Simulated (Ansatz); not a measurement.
# GaH3S: the cost of one run

Method: PBE0-D4/def2-SVP; program: Ansatz 0.2.0, Gaussian basis.

16 further runs of the same task are left out: 16 set aside as unsound or not needed.

## Step 1: The starting structure

The first end: 5 atoms, charge 0, spin multiplicity 1.

Atoms are counted from 1 here; the program's logs count them from 0.

Bond lengths: Ga1–S2 2.199 Å, Ga1–H3 1.560 Å, Ga1–H4 1.559 Å, S2–H5 1.343 Å. Angles: S2–Ga1–H3 118.1°, S2–Ga1–H4 115.3°, H3–Ga1–H4 126.6°, Ga1–S2–H5 95.0°.

Coordinates:

```mol
GaH3S
  3D, bonds by distance, orders not assigned

  5  4  0  0  0  0  0  0  0  0999 V2000
   -0.3225   -0.5158    0.2933 Ga  0  0
   -0.0940    1.3287   -0.8813 S   0  0
    0.9614   -1.1678    0.8944 H   0  0
   -1.7846   -1.0374    0.4352 H   0  0
    1.2399    1.3923   -0.7416 H   0  0
  1  2  8  0
  1  3  8  0
  1  4  8  0
  2  5  8  0
M  END
```

The second end:

```
Ga   -1.1344   -0.4316    1.5297
S     0.3171    0.7698   -0.5876
H     0.9436   -0.3368   -1.0141
H    -1.5648   -1.3034    0.1450
H     1.4386    1.3021   -0.0730
```

## Step 2: The band at PBE0-D4/def2-SVP

neb/in.yaml

```yaml
crystal:
  periodic: [false, false, false]
  atoms:
    - {symbol: Ga, position_ang: [-0.322512, -0.515806, 0.293298]}
    - {symbol: S, position_ang: [-0.094028, 1.328700, -0.881278]}
    - {symbol: H, position_ang: [0.961402, -1.167752, 0.894370]}
    - {symbol: H, position_ang: [-1.784644, -1.037391, 0.435227]}
    - {symbol: H, position_ang: [1.239882, 1.392348, -0.741616]}
basis:
  gaussian: {orbitals: def2-SVP}
hamiltonian: {xc: pbe0, dispersion: d4}
neb:
  images: 5
  climbing: true
  max_iterations: 40
  initial_path: idpp
  final_atoms:
    - {symbol: Ga, position_ang: [-1.134419, -0.431593, 1.529699]}
    - {symbol: S, position_ang: [0.317079, 0.769765, -0.587550]}
    - {symbol: H, position_ang: [0.943650, -0.336789, -1.014060]}
    - {symbol: H, position_ang: [-1.564774, -1.303393, 0.144956]}
    - {symbol: H, position_ang: [1.438563, 1.302110, -0.073047]}
```

Launch:

```bash
$ ansatz run in.yaml --threads 2 --pin off --events-out ev --progress --plain --max-ram 4352MiB
```

**Question.** How long does this run take on 2 threads of Arm Neoverse V2, shared host?

About 81 s.
